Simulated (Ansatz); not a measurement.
# CH3FSSi: basis-set convergence

One table from this session's results is given with a row withheld; the runs are named, their logs left out.

The runs use Ansatz 0.2.0, Gaussian basis; one geometry, several basis sets.

Plan: PBE0-D4/def2-SVP; ωB97M-V/def2-SVP; PBE0-D4/def2-QZVPP; ωB97M-V/def2-QZVPP; the functionals' def2-TZVPP values are taken from earlier runs.

**The relaxed structure**

All runs share one geometry, relaxed beforehand with PBE0-D4 in a triple-zeta def2 set.

SMILES `FC1[SiH2]S1`, 7 atoms, charge 0, spin multiplicity 1.

Atoms are counted from 1 here; the program's logs count them from 0.

Bond lengths: F1–C2 1.366 Å, C2–Si3 1.856 Å, C2–S4 1.839 Å, C2–H5 1.087 Å, Si3–S4 2.095 Å, Si3–H6 1.477 Å, Si3–H7 1.480 Å. Angles: F1–C2–Si3 119.7°, F1–C2–S4 114.8°, F1–C2–H5 109.9°, Si3–C2–S4 69.1°, Si3–C2–H5 123.7°, S4–C2–H5 112.9°, C2–Si3–S4 55.1°, C2–Si3–H6 117.5°, C2–Si3–H7 120.9°, S4–Si3–H6 118.5°, S4–Si3–H7 118.9°, H6–Si3–H7 113.9°, C2–S4–Si3 55.8°.

The first run:

The input, in.yaml:

```yaml
crystal:
  periodic: [false, false, false]
  atoms:
    - {symbol: F, position_ang: [-1.909019, 0.103097, 0.435699]}
    - {symbol: C, position_ang: [-0.813138, 0.144105, -0.378074]}
    - {symbol: Si, position_ang: [0.883107, -0.025620, 0.355103]}
    - {symbol: S, position_ang: [-0.085407, -1.497257, -0.777921]}
    - {symbol: H, position_ang: [-1.031660, 0.735837, -1.262872]}
    - {symbol: H, position_ang: [0.977535, -0.211915, 1.817346]}
    - {symbol: H, position_ang: [2.039781, 0.683753, -0.234981]}
basis:
  gaussian: {orbitals: def2-SVP}
hamiltonian: {xc: pbe0, dispersion: d4}
output: {orbitals: {seedname: orbitals}}
```

Launch:

```console
ansatz run in.yaml --threads 2 --pin off --events-out ev --progress --plain --max-ram 4352MiB
```

Steps of the session up to this table: PBE0-D4 in def2-SVP; ωB97M-V in def2-SVP; PBE0-D4 in def2-QZVPP; ωB97M-V in def2-QZVPP.

One of the session's tables, all rows but one given; the rest of the session is left out.

| functional | basis | HOMO (eV) |
| --- | --- | --- |
| PBE0-D4 | def2-SVP | -7.46 |
| PBE0-D4 | def2-TZVPP | -7.53 |
| PBE0-D4 | def2-QZVPP | -7.55 |
| ωB97M-V | def2-SVP | ? |
| ωB97M-V | def2-TZVPP | -9.68 |
| ωB97M-V | def2-QZVPP | -9.71 |

Estimate the missing values for ωB97M-V, def2-SVP.

**Answer.** HOMO (eV): -9.58. In the column «HOMO (eV)» it lies between ωB97M-V, def2-TZVPP (-9.68) and PBE0-D4, def2-QZVPP (-7.55).
